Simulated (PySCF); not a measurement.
# C2H9BSi: geometry, spin-spin couplings

Aim: predict the spin-spin couplings of C2H9BSi (`BCC[SiH3]`).

The runs use PySCF 2.14.0, with density-fitted response routines of our own; the level of theory stands in each step. All values are computed, except where a source is named. Atoms are numbered from 0 throughout.

## (1) The starting structure

13 atoms, charge 0, multiplicity 1; geometry from: GFN2-xTB. The atoms were then displaced at random by about 0.01 Å, so the start is not that level's minimum.

Bonds of the start (Å): B0–C1 1.53, C1–C2 1.52, C2–Si3 1.94, B0–H4 1.18, B0–H5 1.20, C1–H6 1.09, C1–H7 1.09, C2–H8 1.07, C2–H9 1.10, Si3–H10 1.48, Si3–H11 1.44, Si3–H12 1.50.

## (2) Relaxing the molecule at PBE0-D3(BJ)/def2-SVP

Job settings and geometry (Å):

```
{"job": {"xc": "PBE0", "basis": "def2-SVP", "d3": "d3bj", "grid": 1, "shake": 0.01, "kind": "geom"}, "charge": 0, "multiplicity": 1}
B     -1.731150     0.564210    -0.661230
C     -0.951890    -0.638070    -0.114150
C      0.501560    -0.751050    -0.546190
Si     1.651930     0.593120     0.238720
H     -1.372830     1.185140    -1.603080
H     -2.785630     0.870150    -0.185850
H     -1.478890    -1.520830    -0.475670
H     -0.996840    -0.698340     0.972580
H      0.582070    -0.686190    -1.606340
H      0.903760    -1.736500    -0.249440
H      1.606320     0.427680     1.708970
H      2.994770     0.440210    -0.249230
H      1.082640     1.933580    -0.100670
```

On the command line:

```sh
OMP_NUM_THREADS=1 python probes_run.py task.json out
```

One launch serves the whole session: the jobs run in the order shown.

**Question.** This job is followed by: B3LYP/6-31G* indirect spin-spin coupling, non-relativistic, gas phase. Predict these results of the whole session: point group; rotational constants (main isotopes); largest coupling of the table (B3LYP/6-31G*).

**Answer**, as computed:

| quantity | value |
| --- | --- |
| point group | C1 |
| rotational constants (main isotopes) | 11.20, 3.01, 2.68 GHz |
| largest coupling of the table (B3LYP/6-31G*) | ¹J(Si,H) Si3–H10, -174.4 Hz (mean over like pairs) |

What this shows: The start of the PBE0/def2-SVP relaxation was shaken at random by about 0.01 Å, so part of the energy gained, and of the first lengths quoted, undoes that. Over 5 steps the energy fell by 0.166 eV; of the close pairs, Si3–H11 changed most, 1.437 to 1.495 Å. Of the pairs tabulated at B3LYP/6-31G*, Si3–H10 (mean over like pairs) couples most strongly (-174.4 Hz; Fermi contact -174.7 Hz). Couplings across rotatable bonds belong to this one conformer; where others are populated, the observed values are averages, and the simulated multiplets take (2 J gauche + J anti)/3 across rotating chain bonds. Couplings from bases without tight functions are rough.
